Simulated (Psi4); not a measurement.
# InNH4 (SMILES [NH2][InH2]) at PBE/def2-SVP (core potential)

Aim: the energy change on altering one bond length of InNH4 at PBE/def2-SVP (core potential), from 2 runs. 

The results are computed with Psi4 1.11.

11 further runs of the same task are left out: 10 that didn't finish, 1 set aside as unsound or not needed.

## (1) The system as given

InNH4: 6 atoms, total charge 0, spin state singlet. SMILES: `[NH2][InH2]`. The coordinates come from a PBE0-D4/def2-TZVP relaxation.

Bond lengths: N1–In2 2.007 Å, N1–H3 1.006 Å, N1–H4 1.006 Å, In2–H5 1.712 Å, In2–H6 1.712 Å. Angles: N1–In2–H5 115.0°, N1–In2–H6 115.0°, In2–N1–H3 124.3°, In2–N1–H4 124.3°, H5–In2–H6 130.0°, H3–N1–H4 111.3°.

## (2) Energy and forces at PBE/def2-SVP (core potential)

job.dat reads:

```
memory 1600 MB

molecule {
  0 1
  N
  In 1 2.006982
  H 1 1.006029 2 124.33148
  H 1 1.006098 3 111.32922 2 179.68139
  H 2 1.712237 1 114.98243 3 179.83438
  H 2 1.712083 5 130.02136 1 -179.95697
  symmetry c1
  no_reorient
  no_com
}

set basis def2-SVP
set puream true
set e_convergence 1e-09
set d_convergence 1e-08
set scf_type pk
set dft_radial_points 99
set dft_spherical_points 590

result, w = gradient('pbe', return_wfn=True)
```

Run with:

```
$ psi4 job.dat job.out -n 1
```

job.out, cut to the lines that bear on the results:

```text
[...]
    !!!  WARNING: ECP capability is in beta. Please check occupations closely.  !!!
[...]
  Running in c1 symmetry.
[...]
  Nuclear repulsion =   70.741603749912130
[...]
  Multiplicity = 1
[...]
  Nalpha       = 16
  Nbeta        = 16
[...]
    Number of basis functions: 60
[...]
   @RKS iter   1:  -246.69861622765424   -6.81797e-01   1.61545e-02 DIIS/ADIIS
[...]
   @RKS iter  11:  -247.14149879498711   -5.42855e-12   8.53335e-09 DIIS
[...]
    Orbital Energies [Eh]
    ---------------------
    Doubly Occupied:
       1A    -13.969075     2A     -4.469571     3A     -2.916534
       4A     -2.907115     5A     -2.906650     6A     -0.741512
       7A     -0.682352     8A     -0.675655     9A     -0.675424
      10A     -0.675387    11A     -0.663439    12A     -0.415561
      13A     -0.390278    14A     -0.280546    15A     -0.255008
      16A     -0.201872
[...]
  @RKS Final Energy:  -247.14149879498711
   => Energetics <=
    Nuclear Repulsion Energy =             70.7416037499121302
    One-Electron Energy =                -552.5393389921991911
    Two-Electron Energy =                 259.6562489346964639
    DFT Exchange-Correlation Energy =     -25.0000124873965390
    Empirical Dispersion Energy =           0.0000000000000000
    VV10 Nonlocal Energy =                  0.0000000000000000
    Total Energy =                       -247.1414987949871147
[...]
 Multipole Moments:
 ------------------------------------------------------------------------------------
     Multipole            Electronic (a.u.)      Nuclear  (a.u.)        Total (a.u.)
 ------------------------------------------------------------------------------------
 L = 1.  Multiply by 2.5417464519 to convert [e a0] to [Debye]
 Dipole X            :          0.0031874           -0.0060511           -0.0028636
 Dipole Y            :          0.0006770           -0.0004121            0.0002649
 Dipole Z            :         18.6628704          -19.0635464           -0.4006760
 Magnitude           :                                                    0.4006863
[...]
  -Total Gradient:
     Atom            X                  Y                   Z
    ------   -----------------  -----------------  -----------------
       1       -0.000050952172     0.000047337713    -0.004967205187
       2        0.000007666429     0.000037137809    -0.007782958591
       3       -0.000010154854    -0.011607822944     0.008105999633
       4        0.000063907876     0.011554561655     0.008065134092
       5        0.000008300871     0.004338242848    -0.001703460334
       6       -0.000018799300    -0.004369451673    -0.001715155489
[...]
```

Run time: 20 s. Hardware: 1 thread of Intel Xeon Platinum 8259CL at 2.50GHz (Skylake/Cascade Lake), shared host; peak memory 0.76 GiB.

## (3) The distorted shape, same level

input.json reads:

```json
{
 "schema_name": "qcschema_input",
 "schema_version": 1,
 "molecule": {
  "schema_name": "qcschema_molecule",
  "schema_version": 2,
  "symbols": ["N", "In", "H", "H", "H", "H"],
  "geometry": [-0.28876905, -1.82356303, 0.25790226, 0.0655546, 1.9490862, 0.09746451, -1.24459252, -2.75406418, 1.61245795, 0.58940558, -3.20743215, -1.18920465, 1.7988114, 3.05382009, -2.40150931, -1.41353404, 3.5636682, 2.47927532],
  "molecular_charge": 0,
  "molecular_multiplicity": 1,
  "fix_symmetry": "c1",
  "fix_com": true,
  "fix_orientation": true
 },
 "driver": "gradient",
 "model": {
  "method": "pbe",
  "basis": "def2-SVP"
 },
 "keywords": {
  "puream": true,
  "e_convergence": 1e-09,
  "d_convergence": 1e-08,
  "scf_type": "pk",
  "dft_radial_points": 99,
  "dft_spherical_points": 590
 }
}
```

Run with:

```
$ psi4 --qcschema input.json -n 1 --memory 1600MB
```

stdout, cut to the lines that bear on the results:

```text
[...]
    !!!  WARNING: ECP capability is in beta. Please check occupations closely.  !!!
[...]
  Running in c1 symmetry.
[...]
  Nuclear repulsion =   70.056173940562459
[...]
  Multiplicity = 1
[...]
  Nalpha       = 16
  Nbeta        = 16
[...]
    Number of basis functions: 60
[...]
   @RKS iter   1:  -246.70981091594504   -7.19642e-01   1.56161e-02 ADIIS/DIIS
[...]
   @RKS iter  12:  -247.13057170721802   -4.34852e-12   4.90945e-09 DIIS
[...]
  @RKS Final Energy:  -247.13057170721802
   => Energetics <=
    Nuclear Repulsion Energy =             70.0561739405624593
    One-Electron Energy =                -551.2467274065223819
    Two-Electron Energy =                 259.0044320896813588
    DFT Exchange-Correlation Energy =     -24.9444503309394712
    Empirical Dispersion Energy =           0.0000000000000000
    VV10 Nonlocal Energy =                  0.0000000000000000
    Total Energy =                       -247.1305717072180244
[...]
 Multipole Moments:
 ------------------------------------------------------------------------------------
     Multipole            Electronic (a.u.)      Nuclear  (a.u.)        Total (a.u.)
 ------------------------------------------------------------------------------------
 L = 1.  Multiply by 2.5417464519 to convert [e a0] to [Debye]
 Dipole X            :          0.8871309           -0.9146463           -0.0275154
 Dipole Y            :        -29.2316652           28.8218609           -0.4098042
 Dipole Z            :         -4.3469094            4.3530898            0.0061804
 Magnitude           :                                                    0.4107734
[...]
  -Total Gradient:
     Atom            X                  Y                   Z
    ------   -----------------  -----------------  -----------------
       1       -0.036379801455     0.046765892472     0.059072853526
       2       -0.001353954104    -0.007786055207     0.001241258862
       3        0.006763170990     0.010583167495    -0.009207386906
       4        0.031158418045    -0.046406555204    -0.051101010520
       5       -0.002527019797    -0.001294578091     0.003684228895
       6        0.002339882534    -0.001859349006    -0.003690631932
[...]
```

The result, in JSON:

```text
{
 "driver": "gradient",
 "model": {
  "method": "pbe",
  "basis": "def2-SVP"
 },
 "success": true,
 "return_result": [-0.0363798014549093, 0.046765892471557574, 0.05907285352601938, -0.0013539541044024221, -0.007786055206660425, 0.0012412588619741107, 0.006763170989673384, 0.010583167495437446, -0.0092073869058375, 0.03115841804463844, -0.04640655520437023, -0.05110101051994376, -0.0025270197971859615, -0.0012945780906358922, 0.0036842288949495566, 0.002339882533949053, -0.0018593490063803647, -0.003690631931609928],
 "properties": {
  "calcinfo_nbasis": 60,
  "calcinfo_nmo": 60,
  "calcinfo_nalpha": 16,
  "calcinfo_nbeta": 16,
  "calcinfo_natom": 6,
  "nuclear_repulsion_energy": 70.05617394056246,
  "return_energy": -247.13057170721802,
  "return_gradient": [-0.0363798014549093, 0.046765892471557574, 0.05907285352601938, -0.0013539541044024221, -0.007786055206660425, 0.0012412588619741107, 0.006763170989673384, 0.010583167495437446, -0.0092073869058375, 0.03115841804463844, -0.04640655520437023, -0.05110101051994376, -0.0025270197971859615, -0.0012945780906358922, 0.0036842288949495566, 0.002339882533949053, -0.0018593490063803647, -0.003690631931609928],
  "scf_one_electron_energy": -551.2467274065224,
  "scf_two_electron_energy": 259.00443208968136,
  "scf_xc_energy": -24.94445033093947,
  "scf_dipole_moment": [-0.027515396519748103, -0.40980422450239473, 0.0061804152941160595],
  "scf_total_energy": -247.13057170721802,
  "scf_total_gradient": [-0.0363798014549093, 0.046765892471557574, 0.05907285352601938, -0.0013539541044024221, -0.007786055206660425, 0.0012412588619741107, 0.006763170989673384, 0.010583167495437446, -0.0092073869058375, 0.03115841804463844, -0.04640655520437023, -0.05110101051994376, -0.0025270197971859615, -0.0012945780906358922, 0.0036842288949495566, 0.002339882533949053, -0.0018593490063803647, -0.003690631931609928],
  "scf_iterations": 12
 }
}
```

Run time: 23 s. Hardware: 1 thread of Intel Xeon Platinum 8259CL at 2.50GHz (Skylake/Cascade Lake), shared host; peak memory 0.75 GiB.

## (4) What came out

At PBE/def2-SVP (core potential):

| quantity | value |
| --- | --- |
| first shape: total energy | -247.14150 Eh |
| first shape: dipole moment | 1.02 D |
| first shape: HOMO energy | -5.49 eV |
| first shape: LUMO energy | -1.62 eV |
| first shape: HOMO–LUMO gap | 3.87 eV |
| first shape: largest force on an atom | 0.728 eV/Å |
| distorted shape: total energy | -247.13057 Eh |
| distorted shape: dipole moment | 1.04 D |
| distorted shape: HOMO energy | -5.44 eV |
| distorted shape: LUMO energy | -1.61 eV |
| distorted shape: HOMO–LUMO gap | 3.83 eV |
| distorted shape: largest force on an atom | 4.302 eV/Å |
| energy change with the N1–H4 bond stretched from 1.006 to 1.157 Å | 0.297 eV |

With the N1–H4 bond stretched from 1.006 to 1.157 Å the energy rises by 0.30 eV (28.7 kJ/mol). The first shape isn't relaxed at this level, so the change isn't measured from a minimum. The largest force (first shape) is 0.73 eV/Å: the shape isn't a stationary point for this species at this level.
